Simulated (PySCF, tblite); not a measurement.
**C4H12NSSi radical: geometry, infrared bands and EPR parameters**

Wanted: the infrared bands and EPR parameters of C4H12NSSi radical (`CC[C](C)S[SiH2]N`), by calculation.

The runs use tblite 0.8.0 and PySCF 2.14.0, with density-fitted response routines of our own; the level of theory stands in each step. All values are computed, except where a source is named. Atoms are numbered from 0 throughout.

### 1 Starting geometry

19 atoms, charge 0, multiplicity 2; geometry from: force field or distance geometry start.

Bonds of the start (Å): C0–C1 1.53, C1–C2 1.51, C2–C3 1.52, C2–S4 1.78, S4–Si5 2.13, Si5–N6 1.79, C0–H7 1.14, C0–H8 1.10, C0–H9 1.11, C1–H10 1.13, C1–H11 1.10, C3–H12 1.13, C3–H13 1.09, C3–H14 1.12, Si5–H15 1.50, Si5–H16 1.46, N6–H17 1.07, N6–H18 1.05.

### 2 Optimising the geometry with GFN2-xTB

The job: settings as JSON, then the geometry in Å.

```
{"job": {"kind": "relax", "xc": "GFN2-xTB", "basis": "xTB"}, "charge": 0, "multiplicity": 2}
C     -0.486500     1.282800    -0.473900
C     -0.657800     0.049000    -1.370400
C     -0.979100    -1.198700    -0.586700
C     -2.286600    -1.060300     0.167400
S      0.361300    -1.819200     0.413800
Si     2.039900    -0.533000     0.155000
N      2.082300     0.807800     1.345000
H     -1.297300     2.037600    -0.732300
H      0.483400     1.741000    -0.729400
H     -0.592900     1.046300     0.601900
H     -1.557600     0.209500    -2.042700
H      0.247200    -0.046900    -1.994500
H     -2.315000    -1.715100     1.088700
H     -2.582200    -0.034100     0.380200
H     -3.069700    -1.490700    -0.501000
H      3.297100    -1.337300     0.300700
H      2.065700     0.016500    -1.196300
H      2.577300     0.466700     2.225500
H      2.660700     1.587200     0.956800
```

On the command line:

```sh
> OMP_NUM_THREADS=1 python probes_run.py task.json out
```

This one command runs all jobs of the session in turn.

**Question.** This job is followed by: GFN2-xTB harmonic vibrations, gas phase; UKS B3LYP, pcH-1 on C H N S Si, non-relativistic, mean-field spin-orbit, GIAO. Predict these results of the whole session: strongest single infrared mode (GFN2-xTB); zero-point energy (GFN2-xTB); g(iso) (B3LYP); ⟨S²⟩; largest a(iso) (averaged by class); potential on the surface of density 0.002 e/bohr³, 1st and 99th percentile.

As calculated:

| quantity | value |
| --- | --- |
| strongest single infrared mode (GFN2-xTB) | 2276 cm⁻¹, 340 km/mol |
| zero-point energy (GFN2-xTB) | 94.6 kcal/mol |
| g(iso) (B3LYP) | 2.00375 |
| ⟨S²⟩ | 0.755 (exact 0.75) |
| largest a(iso) (averaged by class) | 13C on C2, 110.3 MHz |
| potential on the surface of density 0.002 e/bohr³, 1st and 99th percentile | -0.92 V and 1.75 V |

In words: Relaxing lowered the energy by 0.996 eV in 121 steps; the close pair that moved most is Si5–N6, from 1.793 to 1.718 Å. All 51 modes are real, so the xTB geometry is a minimum. The strongest single mode, at 2276 cm⁻¹, moves mainly H15 and H16. GFN2-xTB is a fitted tight-binding method: band positions and strengths are rough. Its intensities can rank the bands wrongly. Most of the unpaired spin sits on C2 (0.87 e). The isotropic g lies 1.4 ppt above the free-electron value. These values are for one conformer; the search (at its own cheap level) found 2 more, at 1.43, 2.48 kcal/mol, and measured spectra average over such forms.
